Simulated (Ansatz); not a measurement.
# C₂H₆ClFSi: a ladder of functionals and wavefunction methods

An exercise on one series of results from a longer session: the logs are not shown, and one member is left open.

Program: Ansatz 0.2.0, Gaussian basis. Level of theory: functionals in def2-TZVPP, the program's frozen cores in correlated methods. These are calculated values, not measurements.

Plan: LDA (SPW92), PBE-D4, revPBE-D4, BLYP-D4, r2SCAN-D4, B97M-V, PBE0-D4, B3LYP-D4, r2SCANh-D4, r2SCAN0-D4, HSE06-D4, BHLYP-D4, CAM-B3LYP-D4, LC-ωPBE, ωB97X-V, ωB97M-V, B2PLYP, PBE-QIDH; CCSD(T)/def2-SVP; CCSD(T)/def2-TZVPP; MP2/def2-QZVPP; extrapolation to the limit; RPA on PBE.

## The geometry

All runs share one geometry, relaxed beforehand with PBE0-D4 in a triple-zeta def2 set.

SMILES `FC[SiH2]CCl`, 11 atoms, charge 0, spin multiplicity 1.

Atoms are counted from 1 here; the program's logs count them from 0.

Bond lengths: F1–C2 1.394 Å, C2–Si3 1.890 Å, C2–H6 1.095 Å, C2–H7 1.094 Å, Si3–C4 1.882 Å, Si3–H8 1.488 Å, Si3–H9 1.486 Å, C4–Cl5 1.787 Å, C4–H10 1.090 Å, C4–H11 1.091 Å. Angles: F1–C2–Si3 109.3°, F1–C2–H6 108.2°, F1–C2–H7 108.2°, Si3–C2–H6 111.8°, Si3–C2–H7 111.1°, H6–C2–H7 108.1°, C2–Si3–C4 109.1°, C2–Si3–H8 109.7°, C2–Si3–H9 109.1°, C4–Si3–H8 108.9°, C4–Si3–H9 109.9°, H8–Si3–H9 110.1°, Si3–C4–Cl5 109.5°, Si3–C4–H10 112.3°, Si3–C4–H11 111.3°, Cl5–C4–H10 107.6°, Cl5–C4–H11 107.5°, H10–C4–H11 108.5°.

The first run:

Contents of in.yaml:

```yaml
crystal:
  periodic: [false, false, false]
  atoms:
    - {symbol: F, position_ang: [-2.149851, 0.435300, 0.215513]}
    - {symbol: C, position_ang: [-1.074401, 1.038651, -0.434067]}
    - {symbol: Si, position_ang: [0.277910, -0.248501, -0.731407]}
    - {symbol: C, position_ang: [0.842997, -0.941997, 0.924022]}
    - {symbol: Cl, position_ang: [1.546838, 0.370763, 1.911108]}
    - {symbol: H, position_ang: [-1.438683, 1.469815, -1.372137]}
    - {symbol: H, position_ang: [-0.709996, 1.855807, 0.196310]}
    - {symbol: H, position_ang: [-0.261609, -1.360458, -1.559582]}
    - {symbol: H, position_ang: [1.421718, 0.397811, -1.425114]}
    - {symbol: H, position_ang: [1.604524, -1.713863, 0.811759]}
    - {symbol: H, position_ang: [0.006055, -1.360329, 1.484197]}
basis:
  gaussian: {orbitals: def2-TZVPP}
hamiltonian: {xc: lda}
output: {orbitals: {seedname: orbitals}}
```

Run with:

```sh
ansatz run in.yaml --threads 4 --pin off --events-out ev --progress --plain --max-ram 10444MiB
```

Among the steps run: LDA; PBE-D4 (GGA); revPBE-D4 (GGA); BLYP-D4 (GGA); r2SCAN-D4 (meta-GGA); B97M-V (meta-GGA); PBE0-D4 (hybrid); B3LYP-D4 (hybrid); r2SCANh-D4 (hybrid); r2SCAN0-D4 (hybrid); HSE06-D4 (hybrid); BHLYP-D4 (hybrid); CAM-B3LYP-D4 (range-separated); LC-ωPBE (range-separated); ωB97X-V (range-separated); ωB97M-V (range-separated); B2PLYP (double hybrid); PBE-QIDH (double hybrid).

One of the session's tables, all rows but one given; the rest of the session is left out.

It belongs to the step «Frontier levels by functional». 

```
  functional  HOMO (eV)  gap (eV)
 LDA (SPW92)      -6.95      5.85
      PBE-D4      -6.82      5.93
   revPBE-D4      -6.77      5.97
     BLYP-D4      -6.69      5.91
   r2SCAN-D4      -7.12      6.54
      B97M-V      -7.25      6.57
     PBE0-D4      -8.18      8.26
    B3LYP-D4      -7.94      7.77
  r2SCANh-D4      -7.62      7.40
  r2SCAN0-D4      -8.37      8.66
    HSE06-D4      -7.77      7.48
    BHLYP-D4      -9.43     10.38
CAM-B3LYP-D4      -9.56     10.65
     LC-ωPBE     -10.95     13.27
     ωB97X-V     -10.59     12.72
     ωB97M-V          ?         ?
```

Estimate the missing values for ωB97M-V.

The run gave: HOMO (eV): -10.43; gap (eV): 12.24. In the column «HOMO (eV)» it lies between ωB97X-V (-10.59) and CAM-B3LYP-D4 (-9.56).
